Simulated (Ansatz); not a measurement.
**H₇InO₃Si₂: up Jacob's ladder to CCSD(T)**

An exercise on one series of results from a longer session: the logs are not shown, and one member is left open.

Program: Ansatz 0.2.0, Gaussian basis. Level of theory: functionals in def2-TZVPP, the program's frozen cores in correlated methods. These are calculated values, not measurements.

The runs, in order: LDA (SPW92), PBE-D4, revPBE-D4, BLYP-D4, r2SCAN-D4, B97M-V, PBE0-D4, B3LYP-D4, r2SCANh-D4, r2SCAN0-D4, HSE06-D4, BHLYP-D4, CAM-B3LYP-D4, LC-ωPBE, ωB97X-V, ωB97M-V, B2PLYP, PBE-QIDH; CCSD(T)/def2-SVP; MP2/def2-TZVPP; MP2/def2-QZVPP; RPA on PBE.

## Structure used throughout

An earlier PBE0-D4 in a triple-zeta def2 set relaxation fixed the geometry. In takes the def2 core potential; no spin-orbit term is included.

SMILES `[OH][In]([O][SiH3])[O][SiH3]`, 13 atoms, charge 0, spin multiplicity 1.

Atoms are counted from 1 here; the program's logs count them from 0.

Bond lengths: O1–In2 1.957 Å, O1–H7 0.961 Å, In2–O3 1.969 Å, In2–O5 1.956 Å, O3–Si4 1.633 Å, Si4–H8 1.492 Å, Si4–H9 1.487 Å, Si4–H10 1.489 Å, O5–Si6 1.635 Å, Si6–H11 1.486 Å, Si6–H12 1.492 Å, Si6–H13 1.489 Å. Angles: In2–O1–H7 111.3°, O1–In2–O3 119.6°, O1–In2–O5 121.6°, O3–In2–O5 118.8°, In2–O3–Si4 136.0°, O3–Si4–H8 111.2°, O3–Si4–H9 108.9°, O3–Si4–H10 111.1°, H8–Si4–H9 108.7°, H8–Si4–H10 108.0°, H9–Si4–H10 108.9°, In2–O5–Si6 135.5°, O5–Si6–H11 108.7°, O5–Si6–H12 111.2°, O5–Si6–H13 111.0°, H11–Si6–H12 108.8°, H11–Si6–H13 109.1°, H12–Si6–H13 108.0°.

The first run:

in.yaml reads:

```yaml
crystal:
  periodic: [false, false, false]
  atoms:
    - {symbol: O, position_ang: [1.818804, 2.633996, -1.638099]}
    - {symbol: In, position_ang: [0.877691, 1.191652, -0.709696]}
    - {symbol: O, position_ang: [-0.954069, 0.716936, -1.255621]}
    - {symbol: Si, position_ang: [-2.110670, -0.306575, -0.723676]}
    - {symbol: O, position_ang: [1.711229, 0.202084, 0.756716]}
    - {symbol: Si, position_ang: [1.300952, -1.086804, 1.674699]}
    - {symbol: H, position_ang: [1.272848, 3.018156, -2.330056]}
    - {symbol: H, position_ang: [-2.076518, -0.435634, 0.762455]}
    - {symbol: H, position_ang: [-3.442199, 0.219482, -1.124970]}
    - {symbol: H, position_ang: [-1.933212, -1.665075, -1.306969]}
    - {symbol: H, position_ang: [2.542860, -1.727112, 2.180615]}
    - {symbol: H, position_ang: [0.530641, -2.089111, 0.882322]}
    - {symbol: H, position_ang: [0.461643, -0.672006, 2.832301]}
basis:
  gaussian: {orbitals: def2-TZVPP}
hamiltonian: {xc: lda}
output: {orbitals: {seedname: orbitals}}
```

Launch:

```sh
$ ansatz run in.yaml --threads 4 --pin off --events-out ev --progress --plain --max-ram 11315MiB
```

Steps of the session up to this table: LDA; PBE-D4 (GGA); revPBE-D4 (GGA); BLYP-D4 (GGA); r2SCAN-D4 (meta-GGA); B97M-V (meta-GGA); PBE0-D4 (hybrid); B3LYP-D4 (hybrid); r2SCANh-D4 (hybrid); r2SCAN0-D4 (hybrid); HSE06-D4 (hybrid); BHLYP-D4 (hybrid); CAM-B3LYP-D4 (range-separated); LC-ωPBE (range-separated); ωB97X-V (range-separated); ωB97M-V (range-separated); B2PLYP (double hybrid); PBE-QIDH (double hybrid).

One of the session's tables, all rows but one given; the rest of the session is left out.

It belongs to the step «Frontier levels by functional». 

| functional | HOMO (eV) | LUMO (eV) | gap (eV) |
| --- | --- | --- | --- |
| LDA (SPW92) | ? | ? | ? |
| PBE-D4 | -7.06 | -3.31 | 3.75 |
| revPBE-D4 | -7.01 | -3.17 | 3.84 |
| BLYP-D4 | -6.97 | -3.27 | 3.70 |
| r2SCAN-D4 | -7.40 | -3.07 | 4.33 |
| B97M-V | -7.50 | -3.28 | 4.22 |
| PBE0-D4 | -8.46 | -2.37 | 6.09 |
| B3LYP-D4 | -8.26 | -2.70 | 5.56 |
| r2SCANh-D4 | -7.92 | -2.73 | 5.19 |
| r2SCAN0-D4 | -8.70 | -2.23 | 6.47 |
| HSE06-D4 | -8.06 | -2.74 | 5.32 |
| BHLYP-D4 | -9.83 | -1.50 | 8.33 |
| CAM-B3LYP-D4 | -9.88 | -1.43 | 8.46 |
| LC-ωPBE | -11.21 | -0.07 | 11.14 |
| ωB97X-V | -10.88 | -0.30 | 10.58 |
| ωB97M-V | -10.75 | -0.52 | 10.22 |

Estimate the missing values for LDA (SPW92).

The run gave: HOMO (eV): -7.18; LUMO (eV): -3.62; gap (eV): 3.55. In the column «HOMO (eV)» it lies between r2SCAN-D4 (-7.40) and PBE-D4 (-7.06).
